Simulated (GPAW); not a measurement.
Here is a GPAW 26.7.0 calculation.

Contents of run.py:

```python
from ase.io import read
from gpaw import PW
from gpaw.dft import DFT

atoms = read('TiSn.xyz')

dft = DFT(atoms,
          mode=PW(600),
          xc='PBE',
          kpts={'size': (8, 8, 8), 'gamma': True},
          occupations={'name': 'fermi-dirac', 'width': 0.05},
          nbands=24,
          convergence={'density': 1e-05, 'energy': 1e-05},
          maxiter=150,
          txt='gpaw.txt')
print(f'Energy: {dft.calculate_energy():.6f} eV')
print('Forces (eV/A):')
print(dft.calculate_forces().round(4))
print('Stress (eV/A^3):', dft.calculate_stress().round(6))
dft.write_gpw_file('gs.gpw')
```

Contents of TiSn.xyz:

```xyz
2
Lattice="0.0000000000 2.8005500000 2.8005500000 2.8005500000 0.0000000000 2.8005500000 2.8005500000 2.8005500000 0.0000000000" Properties=species:S:1:pos:R:3 pbc="T T T"
Ti     0.0000000000      0.0000000000      0.0000000000
Sn     2.8005500000      2.8005500000      2.8005500000
```

Potentials or basis: GPAW PAW data sets (gpaw-data 1.2.1), pw.

Command:

```console
$ OMP_NUM_THREADS=1 python run.py
```

(1) Predict the band gap on the k mesh.

(2) What does it give for the pressure?

Answers

(1) none (metal or under the smearing width).

(2) -0.4 GPa.
